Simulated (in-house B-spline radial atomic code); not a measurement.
# Cd³⁵⁺: Hartree-Fock with and without relativity

Wanted: relativistic shifts in Cd³⁵⁺, shell by shell.

Method: Hartree-Fock averaged over the configuration, non-relativistic (point nucleus) and Dirac-Coulomb (finite nucleus); spherical all-electron atom at the radial basis limit. Code: in-house B-spline radial atomic code version 1.

**1. The system**

- element: cadmium (Z = 48)
- charge: +35
- electrons: 13
- configuration: [Ne] 3s2 3p1
- nucleus: point (non-relativistic run); Fermi, rms radius 4.609 fm (Dirac runs)

The outer shells:

[Ne] 3s2 3p1
```
[Ne] core
3s [↑↓]
3p [↑ ][  ][  ]
```

The boxes draw the filling by Hund's rule, which heavy ions in jj coupling don't follow; these runs average over all states of the configuration.

**2. Non-relativistic run**

Input settings:

```ini
Z = 48
electrons = 13.0
configuration = [Ne] 3s2 3p1
hamiltonian = nr
method = hf
spin_polarised = False
```

**3. Dirac-Coulomb run**

Input settings:

```ini
Z = 48
electrons = 13.0
configuration = [Ne] 3s2 3p1
hamiltonian = dirac
method = hf
spin_polarised = False
nucleus = fermi
rms_radius = 4.6087
mass_number = 114
atomic_mass = 113.903364998
speed_of_light = 137.035999084
```

**4. Dirac-Coulomb run in the lowest jj configuration, 1s2 2s2 2p6 3s2 3p-1**

In configurations, a minus sign after the shell means j = l − 1/2 and a plus sign j = l + 1/2; the count of electrons follows.

The settings differ from step 3 so:

```diff
@@ -2,3 +2,3 @@
 electrons = 13.0
-configuration = [Ne] 3s2 3p1
+configuration = 1s2 2s2 2p6 3s2 3p-1
 hamiltonian = dirac
```

**Question.** How much does each shell's level and mean radius change with the Dirac Hamiltonian, and the total energy?

**Answer**, as computed:

Levels and radii; the Dirac values are averaged over j with the occupations as weights.

| shell | ε non-rel. (eV) | ε Dirac (eV) | <r> non-rel. (bohr) | <r> Dirac (bohr) | change of <r> (%) |
| --- | --- | --- | --- | --- | --- |
| 1s | -28025.0 | -28916.2 | 0.03168 | 0.03037 | -4.14 |
| 2s | -5780.63 | -6014.52 | 0.1345 | 0.1287 | -4.33 |
| 2p | -5529.49 | -5607.24 | 0.1150 | 0.1125 | -2.20 |
| 3s | -2283.67 | -2352.30 | 0.3254 | 0.3152 | -3.13 |
| 3p | -2211.58 | -2240.87 | 0.3101 | 0.3050 | -1.66 |

What this shows: Relativity and the finite nucleus together change the total energy by -123.02 hartree (-2.8 %). The first-order mass-velocity and Darwin terms of the non-relativistic run add up to -113.41 hartree, 92 % of it. Averaged over j, the 2s shell contracts most (-4.33 %). Spin-orbit coupling splits the 3p level by 48.756 eV and the 2p level by 199.71 eV. The lowest jj configuration lies 32.509 eV below the average over the whole configuration. Breit terms add 3.30 hartree and QED terms 2.54 hartree.
